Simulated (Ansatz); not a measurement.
I need a comparison of functionals at one structure of BN, space group P6_3/mmc. Use Ansatz 0.2.0, Python API. Settings (first run): BLYP, PAW, the default cutoff (420 eV here), 12×12×4 k-points, Fermi-Dirac smearing of 0.1 eV. The script varies functional: blyp, r2scan, revpbe, lda.

Contents of `bn.cif`:
```cif
data_BN
_cell_length_a 2.498240
_cell_length_b 2.498240
_cell_length_c 6.635700
_cell_angle_alpha 90.00000
_cell_angle_beta 90.00000
_cell_angle_gamma 120.00000
_symmetry_space_group_name_H-M 'P 1'
_symmetry_Int_Tables_number 1
loop_
_symmetry_equiv_pos_as_xyz
'x, y, z'
loop_
_atom_site_label
_atom_site_type_symbol
_atom_site_fract_x
_atom_site_fract_y
_atom_site_fract_z
B1 B    0.333333    0.666667    0.250000
B2 B    0.666667    0.333333    0.750000
N3 N    0.333333    0.666667    0.750000
N4 N    0.666667    0.333333    0.250000
```

`xc_bn.py`:
```python
'''One structure of BN under several functionals.'''

import argparse

import ansatz as az
from ase.io import read

parser = argparse.ArgumentParser(description='One structure of BN under several functionals.')
parser.add_argument('--mesh', type=int, nargs=3, default=[12, 12, 4], help='k-point sampling')
parser.add_argument('--occupations', default='fermi_dirac', help='how the bands are filled')
parser.add_argument('--scf-tol', type=float, required=True, help='SCF tolerance (eV)')
args = parser.parse_args()


def main() -> None:
    atoms = read('bn.cif')
    structure = az.Crystal.from_ase(atoms)

    calc = (
        structure.calculation()
        .kpoints(*args.mesh, center='gamma')
        .occupations(args.occupations)
        .scf(tolerance=args.scf_tol)
    )

    rows = []
    for value in ['blyp', 'r2scan', 'revpbe', 'lda']:
        report = calc.functional(value).run(threads=1, backend='cpu').report
        rows.append((value, report['free_energy_ev'] / len(report['lattice']['sites']), report['n_iterations'], report['n_kpoints']))

    print('  functional   F/atom (eV)    iterations      k-points')
    for row in rows:
        print(f'{str(row[0]):>12s}  {row[1]:12.5f}  {row[2]:12d}  {row[3]:12d}')


if __name__ == '__main__':
    main()
```

```console
$ python xc_bn.py --scf-tol 1e-09
DeckWarning: the atoms were moved onto the symmetric positions of the space group found under crystal.symmetry.tolerance 1.0e-5 (fractional; no operation is sought that the atoms, as they stand in a [...]
DeckWarning: basis.ecutwfc = 420 eV, auto-derived from the records' recommended cutoffs: set by B (normal level)
DeckWarning: basis.ecutwfc = 500 eV, auto-derived from the records' recommended cutoffs: set by B (their level for a meta-GGA)
  functional   F/atom (eV)    iterations      k-points
        blyp    -272.20210             7            57
      r2scan    -272.06130             8            57
      revpbe    -272.13796             6            57
         lda    -263.17213             7            57
```
(Warnings from the package without file and line, shortened.)

What to keep in mind:
- Of the deposited cell: the entry's cell lengths or inner coordinates differ somewhat from later room-temperature determinations.
- The structure is a deposited one; some such entries were measured under pressure or heat, so a shift against it needn't be the functional's error alone.
- Total energies of different functionals can't be compared; pressures, moments and gaps at this one structure can.
- Hardware and time: 8 s on 1 thread of Arm Neoverse V2, with other jobs on the host, peak memory 0.47 GiB.
